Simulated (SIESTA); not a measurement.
The system is SiF.

```
CELL_PARAMETERS angstrom
3.02860 0.00000 0.00000
0.00000 3.02860 0.00000
0.00000 0.00000 3.02860
ATOMIC_POSITIONS crystal
Si 0.50000 0.50000 0.50000
F 0.00000 0.00000 0.00000
```

The cell was built by a generator and needn't be a form met in nature.

Base run:

```yaml
Program: SIESTA 5.4.2
Functional: PBE
Potentials_or_basis: PseudoDojo 0.4 standard (PBE files)
Basis: DZP (energy shift 0.003 Ry)
Grid_cutoff: 800 Ry
Energy_shift: 0.003 Ry
k_mesh: 9 × 9 × 9
Occupations: fermi-dirac, width 0.05 eV
Spin: no spin polarisation
```

Its results: band gap on the k mesh none (metal or under the smearing width); pressure 0.2 GPa.

**Question.** The run is repeated on the same cell with these changes: functional from PBE to optB88-vdW. What comes out?

**Answer.** Band gap on the k mesh none (metal or under the smearing width); pressure 2.2 GPa.

Caveats: the basis of atomic orbitals isn't converged, which shifts pressures, moduli and gaps; an odd number of electrons without spin polarisation forces a metal; a magnetic or distorted state may lie lower; the potentials were made for another functional, which shifts forces and pressure (some runs).
